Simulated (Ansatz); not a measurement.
# Na4SrCaSi2: the cost of one run

Computed with Ansatz 0.2.0 (DFT PBE, scalar-relativistic, plane waves, PAW, unless a step's input says otherwise).

1 further run of the same task is left out (it didn't finish).

## Step 1: The structure to begin with

It takes space group P-4m2 (No. 115, tetragonal). The conventional cell has a = 5.299 Å, b = 5.299 Å, c = 7.432 Å, α = 90.00°, β = 90.00°, γ = 90.00°. Around Na (site symmetry 2mm) lie 4 Na at 3.21 to 3.27 Å and 2 Ca at 3.21 Å and 2 Sr at 3.27 Å and 6 Si at 3.61 to 3.82 Å. Na (site symmetry -4m2) has 4 Na at 3.27 Å and 4 Si at 3.27 Å and 2 Ca at 3.72 Å and 4 Sr at 3.75 Å as nearest neighbours. Na (site symmetry -4m2) has 4 Si at 3.20 Å and 4 Na at 3.21 Å as nearest neighbours. Sr (site symmetry -4m2) is surrounded by 10 Na at 3.27 to 3.75 Å and 4 Si at 3.27 Å. Ca (site symmetry -4m2) has 4 Si at 3.20 Å and 4 Na at 3.21 Å as nearest neighbours. Si (site symmetry 2mm) is surrounded by 10 Na at 3.20 to 3.82 Å and 2 Ca at 3.20 Å and 2 Sr at 3.27 Å.

As a file:

```xyz
8
Lattice="5.2991 0.0000 0.0000 0.0000 5.2991 0.0000 0.0000 0.0000 7.4317" Properties=species:S:1:pos:R:3 pbc="T T T"
Na    2.6496    0.0000    1.9091
Na    0.0000    2.6496    5.5227
Na    2.6496    2.6496    0.0000
Na    0.0000    0.0000    3.7159
Sr    0.0000    0.0000    0.0000
Ca    2.6496    2.6496    3.7159
Si    2.6496    0.0000    5.5167
Si    0.0000    2.6496    1.9150
```

The structure comes from the Materials Project (structure only).

## Step 2: A change within the space group

What differs from the listed cell: strain xx, yy, zz, yz, xz, xy = +4.7, +4.7, +3.2, +0.0, +0.0, +0.0 %; atoms moved by 0.10 Å root mean square, at most 0.19 Å.

Contents of input.yaml:

```yaml
crystal:
  lattice:
    - [5.5459240895, 0.0, 0.0]
    - [0.0, 5.5459240895, 0.0]
    - [0.0, 0.0, 7.6663270216]
  atoms:
    - { symbol: Na, position: [0.5, 0.0, 0.2664853303] }
    - { symbol: Na, position: [0.0, 0.5, 0.7335146697] }
    - { symbol: Na, position: [0.5, 0.5, 0.0] }
    - { symbol: Na, position: [0.0, 0.0, 0.5] }
    - { symbol: Sr, position: [0.0, 0.0, 0.0] }
    - { symbol: Ca, position: [0.5, 0.5, 0.5] }
    - { symbol: Si, position: [0.5, 0.0, 0.7171782099] }
    - { symbol: Si, position: [0.0, 0.5, 0.2828217901] }
basis:
  ecutwfc: 420
kpoints:
  mp_grid: { grid: [8, 8, 6] }
hamiltonian:
  xc: pbe
scf:
  occupations: { method: gaussian, width: 0.05 }
output:
  forces: true
  stress: true
  eigenvalues: true
```

Launch:

```console
$ ansatz run input.yaml --threads 1 --pin off --max-ram 2560MiB --backend cpu --events-out ev --progress --plain --runs-dir out
```

**Question.** How long does this run take on 1 thread of an x86-64 CPU, shared host, and how much memory does it need?

About 81 s, with a peak of 0.68 GiB.
